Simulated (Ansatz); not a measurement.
**AsH₂+ (singlet): the correlation ladder at distance As1–H3 = 1.530 Å, cc-pVDZ**

Aim: climb from Hartree-Fock through coupled cluster and multireference methods for AsH₂+ (singlet) at one geometry and basis, and see what each rung misses.

Method: cc-pVDZ, core rule «outside noble gas», up to 14 orbitals frozen; program: Ansatz 0.2.0, Gaussian basis.

To be run: UHF; CCSD(T) on RHF; CCSD(T) on UHF; BCCD(T) on RHF; CISD; CCSDT(Q) on RHF; CCSDT(Q) on UHF; CCSDTQ on RHF; CASSCF and MRCISD+Q, 2 electrons in 2 orbitals; CASSCF and NEVPT2, 2 electrons in 2 orbitals; CASSCF and MRCISD+Q, 6 electrons in 6 orbitals; CASSCF and NEVPT2, 6 electrons in 6 orbitals; Full CI.

22 further runs of the same task are left out: 15 that didn't finish, 7 set aside as unsound or not needed. Runs told in other sessions of the task aren't counted.

**1. What is computed**

The geometry derives from a PBE0/def2-TZVP stationary point (not a proven minimum). One bond is set to the value named and the two fragments are kept rigid. No spin-orbit coupling is included. The filled d shell of As may be among the frozen orbitals whatever the setting's name suggests.

3 atoms, charge 1, spin multiplicity 1.

Atoms are counted from 1 here; the program's logs count them from 0.

Bond lengths: As1–H2 1.530 Å, As1–H3 1.530 Å. Angles: H2–As1–H3 91.0°.

**2. UHF**

File in.yaml:

```yaml
crystal:
  periodic: [false, false, false]
  atoms:
    - {symbol: As, position_ang: [0.000000, -0.028106, 0.000000]}
    - {symbol: H, position_ang: [0.000000, 1.044592, -1.090899]}
    - {symbol: H, position_ang: [0.000000, 1.044590, 1.090902]}
basis:
  gaussian: {orbitals: cc-pVDZ}
total_charge: 1
magnetization: {spin_polarized: true, initial_magnetization: 0}
hamiltonian: {xc: hf}
output: {orbitals: {seedname: orbitals}}
```

Started as:

```bash
$ ansatz run in.yaml --threads 1 --pin off --events-out ev --progress --plain --max-ram 2393MiB
```

The runs that follow: CCSD(T) on RHF; CCSD(T) on UHF; BCCD(T) on RHF; CISD; CCSDT(Q) on RHF; CCSDT(Q) on UHF; CCSDTQ on RHF; CASSCF and MRCISD+Q, 2 electrons in 2 orbitals; CASSCF and NEVPT2, 2 electrons in 2 orbitals; CASSCF and MRCISD+Q, 6 electrons in 6 orbitals; CASSCF and NEVPT2, 6 electrons in 6 orbitals; Full CI.

**Question.** What will the summary of the whole plan be? Wanted: FCI from the RHF energy; RMP2 from FCI; RCCSD from FCI; RCCSD(T) from FCI; RCCSDT(Q) from FCI; NEVPT2 pair from FCI; NEVPT2 valence from FCI; MRCISD+Q valence from FCI; T1 diagnostic.

The runs gave:

| quantity | value |
| --- | --- |
| FCI from the RHF energy | -3.2285 eV |
| RMP2 from FCI | +77.8 kJ/mol |
| RCCSD from FCI | +7.2 kJ/mol |
| RCCSD(T) from FCI | +1.6 kJ/mol |
| RCCSDT(Q) from FCI | +0.1 kJ/mol |
| NEVPT2 pair from FCI | +71.3 kJ/mol |
| NEVPT2 valence from FCI | +47.3 kJ/mol |
| MRCISD+Q valence from FCI | +0.1 kJ/mol |
| levels within 1 kcal/mol (43 meV) | RCCSD(T), BCCD(T), RCCSDT, RCCSDT(Q), RCCSDTQ, MRCISD+Q valence |
| T1 diagnostic | 0.012 |
| effectively unpaired electrons | 0.06 |

In words: RCCSD(T) lands +1.6 kJ/mol from the yardstick (0.5 % of the correlation energy). One determinant dominates. Of the multireference levels listed MRCISD+Q valence comes nearest in total energy (+0.1 kJ/mol), which doesn't show that its space is the better one. These misses are within one basis, not against nature.
